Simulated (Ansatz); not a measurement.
K3Na, space group Fm-3m: relaxations under a series of pressures, run with the Ansatz DFT code, driven from Python.

Script `k3na.py`:
```python
"""Volume and enthalpy of K3Na against pressure."""

import ansatz as az
import numpy as np
import pandas as pd
from pymatgen.core import Lattice, Structure
from pymatgen.io.ase import AseAtomsAdaptor

def edges_and_angles(cell):
    cell = np.asarray(cell)
    a, b, c = np.linalg.norm(cell, axis=1)
    cosines = cell[1] @ cell[2] / (b * c), cell[0] @ cell[2] / (a * c), cell[0] @ cell[1] / (a * b)
    return (a, b, c, *np.degrees(np.arccos(cosines)))

pmg_structure = Structure(
    Lattice([(0.0, 5.07268961, 5.07268961), (5.07268961, 0.0, 5.07268961), (5.07268961, 5.07268961, 0.0)]),
    ["K", "K", "K", "Na"],
    [
        (0.25, 0.25, 0.25),
        (0.75, 0.75, 0.75),
        (0.5, 0.5, 0.5),
        (0.0, 0.0, 0.0),
    ],
)
xtal = az.Crystal.from_ase(AseAtomsAdaptor.get_atoms(pmg_structure))

setup = (
    xtal.calculation()
    .functional("PBEsol")
    .pseudopotentials("paw")
    .kpoints(5, center="gamma")
    .occupations("gaussian", width=0.1)
)

# H = F + PV, with 1 GPa A^3 = 1/160.21766 eV
rows = []
for pressure in [0, 2, 4, 6, 8]:
    res = setup.relax(cell=True, pressure=pressure, force_tolerance=0.03).run()
    cell = res.lattice.cell_ang
    n_atoms = len(res.lattice.sites)
    volume = abs(np.linalg.det(cell)) / n_atoms
    enthalpy = res.report["free_energy_ev"] / n_atoms + pressure * volume / 160.21766
    rows.append((pressure, volume, enthalpy, *edges_and_angles(cell)))
    print(f"{pressure} GPa done: {volume:.4f} A^3/atom")

table = pd.DataFrame(rows, columns=["P_GPa", "V_A3_atom", "H_eV_atom", "a", "b", "c", "alpha", "beta", "gamma"])
print(table.round(4).to_string(index=False))
p, v = np.array([row[0] for row in rows], float), np.array([row[1] for row in rows])
print("mean bulk modulus between rows (GPa):", np.round(-np.diff(p) / np.diff(np.log(v)), 1))
```

Its results, one of them left out:

| P (GPa) | relaxed V (Å³/atom) |
| --- | --- |
| 0 | 60.312 |
| 2 | 46.119 |
| 4 | 39.535 |
| 6 | 35.580 |
| 8 | ? |

What volume does the cell relax to at 8 GPa?

Murnaghan's form V = V0 (1 + B' P / B0)^(-1/B') through the 4 rows shown gives V0 = 60.322 Å³, B0 = 5.0 GPa and B' = 2.78, and so 32.763 Å³ an atom at 8 GPa. The run gave 32.749 Å³, 0.04 % away.

Reading the output:
- At a fixed pressure a relaxation lowers the enthalpy F + PV, while F alone can rise.
- For a metal this k-point mesh is coarse: on a finer one energies can move by several to tens of meV an atom and pressures by half a GPa or more, differences at one mesh by less.
- The structure comes from a database of computed cells and needn't be a stable or known phase.
- Symmetry holds the cell in this phase, whether or not it is the stable one at each pressure.
- The whole script took 74 s on 1 thread of Arm Neoverse V2, with other jobs on the host, peak memory 0.61 GiB.
